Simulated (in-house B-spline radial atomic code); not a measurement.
**Ar¹⁰⁺: density, ELF and screening along the radius**

How do the shells of Ar¹⁰⁺ show in real space, and how much do the settings move them?

The numbers are computed with in-house B-spline radial atomic code version 1 (several methods, spin-polarised, as named in each step; spherical all-electron atom at the radial basis limit), except any that are marked as measured or tabulated.

## 1. The atom as given

| Item | Value |
| --- | --- |
| element | argon (Z = 18) |
| charge | +10 |
| electrons | 8 |
| configuration | [He] 2s2 2p4 |
| nucleus | point (non-relativistic runs) or finite (X2C runs) |

The outer shells:

[He] 2s2 2p4
```
[He] core
2s [↑↓]
2p [↑↓][↑ ][↑ ]
```

Where spins are not typed, each open shell is filled with up spins first.

## 2. LDA (VWN5), non-rel.

The run's settings:

```ini
Z = 18
electrons = 8.0
configuration = [He] 2s2 2p4
hamiltonian = nr
method = lda,vwn
spin_polarised = True
```

On the command line:

```console
$ python run_scf.py task.json out
```

The settings of every run stand in task.json; they run in order.

## 3. PBE, non-rel.

The run's settings:

```ini
Z = 18
electrons = 8.0
configuration = [He] 2s2 2p4
hamiltonian = nr
method = pbe,pbe
spin_polarised = True
```

## 4. Hartree-Fock, non-rel.

The run's settings:

```ini
Z = 18
electrons = 8.0
configuration = [He] 2s2 2p4
hamiltonian = nr
method = hf
spin_polarised = True
```

## 5. BLYP, non-rel.

The run's settings:

```ini
Z = 18
electrons = 8.0
configuration = [He] 2s2 2p4
hamiltonian = nr
method = b88,lyp
spin_polarised = True
```

**Question.** How large is the system in each run, where do the shell borders lie, and what is the highest level?

As calculated:

| run | total energy (hartree) | highest level (eV) | radius holding 50 / 90 / 99 % (bohr) | radius at n = 0.001 (bohr) | ELF minima on the full grid (bohr) |
| --- | --- | --- | --- | --- | --- |
| LDA (VWN5), non-rel. | -471.5599 | -508.72 | 0.278 / 0.546 / 0.822 | 1.21 | 0.14 |
| PBE, non-rel. | -472.9688 | -508.87 | 0.278 / 0.545 / 0.822 | 1.21 | 0.14 |
| Hartree-Fock, non-rel. | -472.9189 | -539.05 | 0.278 / 0.544 / 0.817 | 1.21 | 0.14 |
| BLYP, non-rel. | -473.1681 | -509.04 | 0.278 / 0.545 / 0.822 | 1.22 | 0.14 |

In the first run ELF has 1 minimum on the grid, which marks the borders between shells. On the record's full grid the screened charge (r times the electrostatic potential) falls from 17.9 near the nucleus to 10.00 at 1.4 bohr; far out it tends to the net charge, 10. The grid is coarse (about 17 % a step), so the places of minima are rough.

Members of this set that are not shown: 2 used exact exchange with fractional occupations of an open shell, which is unsound here.
